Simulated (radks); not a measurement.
**Ne⁺ in [He] 2s2 2p5: an all-electron calculation**

The task here is to estimate one member of a computed series from the others.

Method: scalar-relativistic Kohn-Sham, LDA (Slater exchange, Perdew-Wang correlation), spin-polarised, spherical densities, point nucleus; open shells are filled with parallel spins first. Code: radks (a radial shooting solver on a logarithmic mesh, Libxc functionals) version 1.

## The atom as given

* element: neon (Z = 10)
* charge: +1
* electrons: 9
* configuration: [He] 2s2 2p5

The outer shells:

Ne⁺
```
[He] core
2s [↑↓]
2p [↑↓][↑↓][↑ ]
```

The first run:

Input:

```text
Z 10
configuration [He] 2s2 2p5
relativity scalar-relativistic
functional lda,pw
spin polarised
nucleus point
c 137.035999084
```

One of the session's tables, all rows but one given; the rest of the session is left out.

It belongs to the step «Shells». Radial moments (bohr):

```
  level     <r>  outermost maximum (interpolated)  90 % within
  1s up  0.1587                             0.103        0.284
1s down  0.1586                             0.103        0.284
  2s up  0.8651                             0.673         1.38
2s down       ?                                 ?            ?
  2p up  0.8755                             0.598         1.51
2p down  0.8932                             0.604         1.54
```

Estimate the missing values for 2s down.

The run gave: <r>: 0.8730; outermost maximum (interpolated): 0.676; 90 % within: 1.40. In the column «<r>» it lies between 2s up (0.8651) and 2p up (0.8755).

To keep in mind: Open shells are spherical and high-spin; term and fine-structure splittings are not resolved.
